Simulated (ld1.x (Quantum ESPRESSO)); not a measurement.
# Pseudopotential generation for Si: PAW, PBE

Task: generate the file, and judge it by its errors in other configurations, its logarithmic derivatives, its ghosts and its cutoff.

Program: ld1.x (Quantum ESPRESSO) 7.5. Reference atom: PBE, scalar-relativistic, spherical and spin-unpolarised. All values are calculated.

## (1) The design

The settings as typed:

| Property | Result |
| --- | --- |
| element | silicon (Si, Z = 14) |
| type | PAW |
| frozen core | [Ne] |
| valence charge | 4 |
| reference configuration | 3s2 3p2 |
| partial waves | 3s (bound): rcut 1.35, rcutus 1.45 bohr; 3s channel at 3.9 Ry: rcut 1.35, rcutus 1.45 bohr; 3p (bound): rcut 1.80, rcutus 3.68 bohr; 3p channel at 0.3 Ry: rcut 1.80, rcutus 3.68 bohr |
| local potential | all-electron potential smoothed inside 2.00 bohr (lloc = -2) |
| core correction | Bessel-smoothed model core, default radius (core density twice the valence density) |
| augmentation charge | PSQ, inside the norm-conserving radii |

An earlier all-electron run gives the scale for the radii.

All-electron outer shells of the reference configuration (PBE, scalar-relativistic, ld1.x):

```json
{"shell": "2s", "level (eV)": "-139.50", "outermost node (bohr)": "0.15", "outermost maximum (bohr)": "0.45"}
{"shell": "2p", "level (eV)": "-95.56", "outermost node (bohr)": "–", "outermost maximum (bohr)": "0.39"}
{"shell": "3s", "level (eV)": "-10.81", "outermost node (bohr)": "0.72", "outermost maximum (bohr)": "1.80"}
{"shell": "3p", "level (eV)": "-4.08", "outermost node (bohr)": "0.72", "outermost maximum (bohr)": "2.17"}
```

## (2) Generating the potential

Si.in reads:

```
 &input
   title='Si', zed=14., rel=1, dft='PBE', iswitch=3,
   config='[Ne] 3s2 3p2',
   nld=2, rlderiv=4.00, eminld=-3.0, emaxld=5.0, deld=0.02
 /
 &inputp
   pseudotype=3, lpaw=.true., tm=.true., lloc=-2, rcloc=2.00,
   nlcc=.true., new_core_ps=.true.,
   which_augfun='PSQ', rmatch_augfun_nc=.true.,
   file_pseudopw='Si.UPF', file_wfcaegen='ae.wfc', file_wfcncgen='nc.wfc', file_beta='beta', file_chi='chi', file_wfcusgen='us.wfc'
 /
4
3S  1  0   2.00   0.00  1.35  1.45  0.0
3S  1  0   0.00   3.90  1.35  1.45  0.0
3P  2  1   2.00   0.00  1.80  3.68  0.0
3P  2  1   0.00   0.30  1.80  3.68  0.0
 &test
   configts(1)='3s2 3p2'
 /
```

On the command line:

```bash
$ ld1.x < Si.in > Si.out
```

The output, Si.out (without the banner and most projector matrices):

```text
     Program LD1 v.7.5
     --------------------------- All-electron run ----------------------------

     Si
     scalar relativistic calculation

     atomic number is 14.00
     dft =PBE   lsd =0 sic =0 latt =0  beta=0.20 tr2=1.0E-14
     Exchange-correlation= PBE
                           (   1   4   3   4   0   0   0)
     mesh =1141 r(mesh) = 100.57892 a.u. xmin = -7.00 dx = 0.01250
     1 Ry =  13.60569312 eV, c = 137.03599908

     n l     nl                  e(Ry)          e(Ha)          e(eV)
     1 0     1S 1( 2.00)      -131.2640       -65.6320     -1785.9374
     2 0     2S 1( 2.00)       -10.2531        -5.1266      -139.5006
     2 1     2P 1( 6.00)        -7.0235        -3.5117       -95.5594
     3 0     3S 1( 2.00)        -0.7947        -0.3974       -10.8128
     3 1     3P 1( 2.00)        -0.3000        -0.1500        -4.0812

     final scf error:  5.1E-15 reached in  24 iterations

     Etot =    -579.674871 Ry,    -289.837435 Ha,   -7886.878406 eV

     Ekin =     581.106155 Ry,     290.553077 Ha,    7906.352011 eV
     Encl =   -1383.798685 Ry,    -691.899343 Ha,  -18827.540255 eV
     Eh   =     264.316384 Ry,     132.158192 Ha,    3596.207606 eV
     Exc  =     -41.298724 Ry,     -20.649362 Ha,    -561.897768 eV

     normalization and overlap integrals

     s(1S/1S) =  1.000000  <r> =   0.1113  <r2> =    0.0167  r(max) =   0.0723
     s(2S/2S) =  1.000000  <r> =   0.5680  <r2> =    0.3856  r(max) =   0.4543
     s(2P/2P) =  1.000000  <r> =   0.5376  <r2> =    0.3649  r(max) =   0.3861
     s(3S/3S) =  1.000000  <r> =   2.1632  <r2> =    5.4537  r(max) =   1.7967
     s(3P/3P) =  1.000000  <r> =   2.7953  <r2> =    9.4191  r(max) =   2.1672

     ------------------------ End of All-electron run ------------------------

     --------------------- Generating PAW atomic setup --------------------

      Generating local potential from pseudized AE potential:
      Matching radius rcloc =   2.0000
      Enforcing V''(0)=0 (lloc=-2)

      Local pseudo, rcloc= 1.986 Estimated cut-off energy=     7.55 Ry

      Computing core charge for nlcc:

       r > 1.13 : true rho core
      Core charge pseudized with two Bessel functions
      Integrated core pseudo-charge :   4.11
      Wfc-us  3S rcutus= 1.435  Estimated cut-off energy=    19.97 Ry
      Wfc-us  3S rcutus= 1.435  Estimated cut-off energy=    27.30 Ry
      Wfc-us  3P rcutus= 3.710  Estimated cut-off energy=     5.87 Ry
      Wfc-us  3P rcutus= 3.710  Estimated cut-off energy=    10.94 Ry

     Required augmentation: PSQ   radius:    3.680000

     Q pseudized with Bessel functions
     Expected ecutrho=     100.5395 due to l1=  0   l2=  1

     Estimated PAW energy =  -46.328999 Ryd

     The PAW screened D coefficients
     0.18038     0.38151     0.00000     0.00000
     0.38151     0.64885     0.00000     0.00000
     0.00000     0.00000     0.00435     0.12055
     0.00000     0.00000     0.12055     0.04296

     The PAW descreened D coefficients (US)
     0.29179     0.48579     0.00000     0.00000
     0.48579     0.71871     0.00000     0.00000
     0.00000     0.00000     0.29316     0.07730
     0.00000     0.00000     0.07730    -0.30452

     ------------------- End of pseudopotential generation -------------------

     [... the all-electron block is printed once more ...]


     Computing logarithmic derivative in   4.02374
     Computing logarithmic derivative in   4.02374
     Computing the partial wave expansion
     R is outside the sphere for l=    0 j= 0.00
     R is outside the sphere for l=    0 j= 0.00
     R is outside the sphere for l=    1 j= 0.00
     R is outside the sphere for l=    1 j= 0.00

     ---------------------- Testing the pseudopotential ----------------------

     Si
     scalar relativistic calculation

     atomic number is 14.00   valence charge is  4.00
     dft = SLA  PW   PBX  PBC   lsd =0 sic =0 latt =0  beta=0.20 tr2=1.0E-14
     mesh =1141 r(mesh) = 100.57892 xmin = -7.00 dx = 0.01250

     n l     nl             e AE (Ry)        e PS (Ry)    De AE-PS (Ry)
     1 0     3S   1( 2.00)       -0.79473       -0.79473        0.00000
     2 1     3P   1( 2.00)       -0.29996       -0.29997        0.00000

     eps = 1.2E-15  iter =  3

     Etot =    -579.674871 Ry,    -289.837435 Ha,   -7886.878406 eV
     Etotps =   -46.329005 Ry,     -23.164502 Ha,    -630.338223 eV

     Ekin =      10.346919 Ry,       5.173460 Ha,     140.777009 eV
     Encl =     -21.263223 Ry,     -10.631612 Ha,    -289.300890 eV
     Ehrt =       5.886023 Ry,       2.943011 Ha,      80.083416 eV
     Ecxc =     -41.298724 Ry,     -20.649362 Ha,    -561.897759 eV
     (Ecc =      -6.877639 Ry,      -3.438819 Ha,     -93.575041 eV)

     ---------------------- End of pseudopotential test ----------------------
```

Run time: 0.74 s. Hardware: 1 thread of Neoverse-V2, shared host. This counts the later configuration tests of the new file too.

All-electron and pseudo partial waves u(r) = r·R(r), from the program's wave files:

```tsv
r (bohr)	3p AE	3p PS
0.184	-0.2002	0.0096
0.368	-0.2517	0.0379
0.552	-0.1440	0.0827
0.736	0.0170	0.1409
0.920	0.1771	0.2084
1.104	0.3150	0.2806
1.288	0.4252	0.3529
1.472	0.5087	0.4207
1.656	0.5670	0.4801
1.840	0.6031	0.5282
2.024	0.6207	0.5630
2.208	0.6235	0.5838
2.392	0.6150	0.5909
2.576	0.5980	0.5857
2.760	0.5750	0.5702
2.944	0.5480	0.5471
3.128	0.5185	0.5189
3.312	0.4877	0.4882
3.496	0.4566	0.4567
3.680	0.4257	0.4257
3.864	0.3956	0.3956
4.048	0.3666	0.3666
4.232	0.3390	0.3390
4.416	0.3129	0.3129
4.600	0.2883	0.2883
4.784	0.2653	0.2653
```

## (3) Testing the new file in other configurations

Si.test.in reads:

```
 &input
   title='Si', zed=14., rel=1, dft='PBE', iswitch=2,
   config='[Ne] 3s2 3p2'
 /
 &test
   file_pseudo='Si.UPF', nconf=8,
   configts(1)='3s2 3p2',
   configts(2)='3s2 3p1',
   configts(3)='3s2 3p0',
   configts(4)='3s1 3p0',
   configts(5)='3s0 3p4',
   configts(6)='3s1 3p3',
   configts(7)='3s2 3p1.5',
   configts(8)='3s2 3p2.3'
 /
```

On the command line:

```bash
$ ld1.x < Si.test.in > Si.test.out
```

Si.test.out, the pseudopotential blocks:

```text
     ---------------------- Testing the pseudopotential ----------------------

     Si
     scalar relativistic calculation

     atomic number is 14.00   valence charge is  4.00
     dft =SLA  PW   PBX  PBC   lsd =0 sic =0 latt =0  beta=0.20 tr2=1.0E-14
     mesh =1141 r(mesh) = 100.57892 xmin = -7.00 dx = 0.01250

     n l     nl             e AE (Ry)        e PS (Ry)    De AE-PS (Ry)
     1 0     3S   1( 2.00)       -0.79473       -0.79473        0.00000
     2 1     3P   1( 2.00)       -0.29996       -0.29997        0.00000

     eps = 1.2E-15  iter =  3

     Etot =    -579.674871 Ry,    -289.837436 Ha,   -7886.878407 eV
     Etotps =   -46.329005 Ry,     -23.164502 Ha,    -630.338223 eV

     Ekin =      10.346919 Ry,       5.173460 Ha,     140.777009 eV
     Encl =     -21.263223 Ry,     -10.631612 Ha,    -289.300890 eV
     Ehrt =       5.886023 Ry,       2.943011 Ha,      80.083416 eV
     Ecxc =     -41.298724 Ry,     -20.649362 Ha,    -561.897759 eV
     (Ecc =      -6.877639 Ry,      -3.438819 Ha,     -93.575041 eV)

     ---------------------- End of pseudopotential test ----------------------

     ---------------------- Testing the pseudopotential ----------------------

     Si
     [...]
     n l     nl             e AE (Ry)        e PS (Ry)    De AE-PS (Ry)
     1 0     3S   1( 2.00)       -1.39899       -1.39804       -0.00096
     2 1     3P   1( 1.00)       -0.85670       -0.85624       -0.00045

     eps = 8.6E-17  iter = 10

     Etot =    -579.105988 Ry,    -289.552994 Ha,   -7879.138356 eV
     Etotps =   -45.760409 Ry,     -22.880205 Ha,    -622.602084 eV
     dEtot_ae =       0.568883 Ry
     dEtot_ps =       0.568596 Ry,   Delta E=       0.000288 Ry

     [...]
     ---------------------- End of pseudopotential test ----------------------

     ---------------------- Testing the pseudopotential ----------------------

     Si
     [...]
     n l     nl             e AE (Ry)        e PS (Ry)    De AE-PS (Ry)
     1 0     3S   1( 2.00)       -2.09735       -2.09857        0.00122
     2 1     3P   1( 0.00)       -1.50702       -1.51029        0.00328

     eps = 2.0E-15  iter =  9

     Etot =    -577.930541 Ry,    -288.965270 Ha,   -7863.145587 eV
     Etotps =   -44.584155 Ry,     -22.292078 Ha,    -606.598331 eV
     dEtot_ae =       1.744330 Ry
     dEtot_ps =       1.744850 Ry,   Delta E=      -0.000520 Ry

     [...]
     ---------------------- End of pseudopotential test ----------------------

     ---------------------- Testing the pseudopotential ----------------------

     Si
     [...]
     n l     nl             e AE (Ry)        e PS (Ry)    De AE-PS (Ry)
     1 0     3S   1( 1.00)       -2.90231       -2.90794        0.00562  !
     2 1     3P   1( 0.00)       -2.26278       -2.27698        0.01420  !

     eps = 1.0E-15  iter =  7

     Etot =    -575.433693 Ry,    -287.716847 Ha,   -7829.174246 eV
     Etotps =   -42.084224 Ry,     -21.042112 Ha,    -572.585031 eV
     dEtot_ae =       4.241178 Ry
     dEtot_ps =       4.244781 Ry,   Delta E=      -0.003604 Ry

     [...]
     ---------------------- End of pseudopotential test ----------------------
```

4 tests gave no usable energy difference (3s0 3p4; 3s1 3p3; 3s2 3p1.5; 3s2 3p2.3); the test run stopped with "negative rho".

Energies count from the reference configuration 3s2 3p2; the error is all-electron less pseudo.

```csv
valence configuration,charge,ΔE all-electron (eV),error AE − PS (meV)
3s2 3p1,+1,7.740,+3.9
3s2 3p0,+2,23.733,-7.1
3s1 3p0,+3,57.704,-49
```

## (4) Logarithmic derivatives

Taken from the files of the generation run. The phase is arctan(r·u′/u) with u = r·R, unwrapped, with energies in Ry. A pole is an energy at which the radial function vanishes at the test radius. The pseudo phase is shifted by a multiple of π to meet the all-electron one at the reference energy. Levels narrower than the energy grid can be missing from the poles. Left out: p, where the overlap operator is not positive , so their phases aren't trusted. The last column is the largest difference on the grid between −1 and +1 Ry.

```tsv
channel	radius (bohr)	reference (Ry)	poles AE	poles PS	window around the reference with phases within 0.05 rad (Ry)	largest difference near zero (rad)
s	4.02	-0.79	-0.70, 1.87	-0.70, 1.87	the whole range	0.000
```

Phases (rad) along the scan:

```tsv
E (Ry)	s AE	s PS
-3.00	1.418	1.418
-2.52	1.401	1.401
-2.04	1.376	1.376
-1.56	1.332	1.332
-1.08	1.177	1.177
-0.60	-1.684	-1.684
-0.12	-1.909	-1.909
0.36	-2.487	-2.487
0.84	-4.245	-4.245
1.32	-4.587	-4.587
1.80	-4.700	-4.700
2.28	-4.774	-4.774
2.76	-4.859	-4.859
3.24	-5.044	-5.044
3.72	-6.421	-6.420
4.20	-7.572	-7.572
4.68	-7.732	-7.732
```

## (5) Plane-wave convergence, by spherical Bessel functions

This step uses the generator's waves and projectors in a separate script. Basis: spherical Bessel functions vanishing at 20 bohr, q² up to the cutoff; potential fixed at the reference.

No cutoffs are read. The overlap operator is not positive in p (lowest eigenvalue -0.241), so the test is not defined there. The ghost test is not conclusive.

## (6) Summary of results

```
                                                quantity                                    value
                                                 cutoffs                           not determined
                                            bound ghosts                           not determined
                            largest test error (AE − PS)  -49 meV, for 3s1 3p0 (4 tests unsolved)
largest phase difference near zero energy, channels read                                0.000 rad
         lowest eigenvalue of the overlap (Bessel basis)                               -0.241 (p)
               density cutoff estimated by the generator                                   101 Ry
```

The overlap operator is not positive definite in p, so a plane-wave run would break down once the basis is large enough. The worst unpolarised test, 3s1 3p0, is off by 49 meV on 57.7 eV; by total energies transferability rates as fair where solved. That test lies far up in energy; among those under 40 eV, nearer to bonding, the largest error is 7.1 meV. The test run broke off, so later configurations gave nothing; the verdict rests on few tests. No cutoffs are read. Ghosts could not be judged. Near zero energy the phases of the channels with partial waves that could be evaluated agree within 0.001 rad.
